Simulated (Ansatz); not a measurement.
## Cu2B: relaxation of cell and atoms with LDA

Cu2B:

```
CELL_PARAMETERS angstrom
0.00000 3.28347 3.28347
3.28347 0.00000 3.28347
3.28347 3.28347 0.00000
ATOMIC_POSITIONS crystal
Cu 0.12500 0.12500 0.12500
Cu 0.62500 0.12500 0.12500
Cu 0.12500 0.12500 0.62500
Cu 0.12500 0.62500 0.12500
B 0.50000 0.50000 0.50000
B 0.75000 0.75000 0.75000
```

The cell was built by a generator and needn't be a form met in nature.

* Program: Ansatz 0.2.0
* Task: relaxation of cell and atoms
* Functional: LDA
* Potentials or basis: Ansatz PAW
* Cutoff: 420 eV (not typed: the program's choice for these potentials)
* k mesh: 5 × 5 × 5
* Occupations: fermi-dirac, width 0.05 eV
* Spin: no spin polarisation
* Target pressure: 5 GPa
* Target pressure (GPa): 5

* Relaxed volume: 10.52 Å³/atom
* Relaxed cell: a = 4.469 Å, b = 4.469 Å, c = 4.469 Å, α = 60.00°, β = 60.00°, γ = 60.00°
* Space group after relaxing (to 0.05 Å): Fd-3m (No. 227)
* Energy change on relaxing (the enthalpy is what falls): -33.7 meV/atom
* Ionic steps: 6
* Pressure after relaxing: 5.0 GPa
* Band gap on the k mesh: none (metal or under the smearing width)

The path:
```tsv
step	energy change (eV)	largest force (eV/Å)	volume (Å³)
1	0.0000	0.0000	70.80
2	-0.2221	0.0000	66.11
3	-0.1805	0.0000	62.39
4	-0.2095	0.0000	63.18
5	-0.2076	0.0000	63.12
6	-0.2024	0.0000	63.12
```

Final structure:
```yaml
crystal:
  lattice:
    - [0.00000, 3.16016, 3.16016]
    - [3.16016, 0.00000, 3.16016]
    - [3.16016, 3.16016, 0.00000]
  atoms:
    - { symbol: Cu, position: [0.12500, 0.12500, 0.12500] }
    - { symbol: Cu, position: [0.62500, 0.12500, 0.12500] }
    - { symbol: Cu, position: [0.12500, 0.12500, 0.62500] }
    - { symbol: Cu, position: [0.12500, 0.62500, 0.12500] }
    - { symbol: B, position: [0.50000, 0.50000, 0.50000] }
    - { symbol: B, position: [0.75000, 0.75000, 0.75000] }
```

Levels at points of the mesh, in eV from the Fermi level:
```csv
k point,band 37,band 38,band 39,band 40,band 41,band 42,band 43,band 44,band 45,band 46
"(0.00, 0.00, 0.00)",-1.16,-1.16,-1.12,-1.12,-1.12,1.27,1.27,1.27,1.41,1.70
```

It took 8.4 s on 2 threads of Intel(R) Xeon(R) Platinum 8259CL CPU @ 2.50GHz (Skylake/Cascade Lake), with other jobs on the host, peak memory 0.44 GiB.

Caveat: the plane-wave basis is chosen anew once the cell has moved, so the energies of steps on either side of that aren't comparable; the PAW data sets come from PBE, with cores solved anew for the run's functional, which leaves a small shift of forces and pressure.
